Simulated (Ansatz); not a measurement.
# AgAs: the cost of one run

Program: Ansatz 0.2.0. Level of theory: DFT PBE, scalar-relativistic, plane waves, PAW. These are calculated values, not measurements.

## (1) The system as given

Symmetry: Pmma, No. 51, orthorhombic system. The conventional cell has a = 4.991 Å, b = 2.961 Å, c = 5.173 Å, α = 90.00°, β = 90.00°, γ = 90.00°. Ag (site symmetry mm2) is surrounded by 4 Ag at 2.96 to 3.02 Å and 8 As at 2.98 to 3.03 Å. As (site symmetry mm2) has 4 As at 2.96 to 3.03 Å and 8 Ag at 2.98 to 3.03 Å as nearest neighbours.

Coordinates:

```
Ag As
1.0
     4.99138    0.00000    0.00000
     0.00000    2.96079    0.00000
     0.00000    0.00000    5.17270
Ag As
2 2
Direct
  0.25000 0.00000 0.83523
  0.75000 0.00000 0.16477
  0.75000 0.50000 0.66564
  0.25000 0.50000 0.33436
```

The structure comes from the Materials Project (structure only).

## (2) A change within the space group

What differs from the listed cell: strain xx, yy, zz, yz, xz, xy = +0.2, -1.9, -6.8, +0.0, +0.0, +0.0 %; atoms moved by 0.25 Å root mean square, at most 0.34 Å.

Contents of input.yaml:

```yaml
crystal:
  lattice:
    - [5.0029120924, 0.0, 0.0]
    - [0.0, 2.9058663641, 0.0]
    - [0.0, 0.0, 4.8203347441]
  atoms:
    - { symbol: Ag, position: [0.25, 0.0, 0.9014026494] }
    - { symbol: Ag, position: [0.75, 0.0, 0.0985973506] }
    - { symbol: As, position: [0.75, 0.5, 0.6827550888] }
    - { symbol: As, position: [0.25, 0.5, 0.3172449112] }
basis:
  ecutwfc: 420
kpoints:
  mp_grid: { grid: [8, 14, 8] }
hamiltonian:
  xc: pbe
scf:
  occupations: { method: gaussian, width: 0.1 }
output:
  forces: true
  stress: true
  eigenvalues: true
```

What time and memory should one allow on 1 thread of an Arm CPU, shared host?

About 27 s, with a peak of 0.61 GiB.
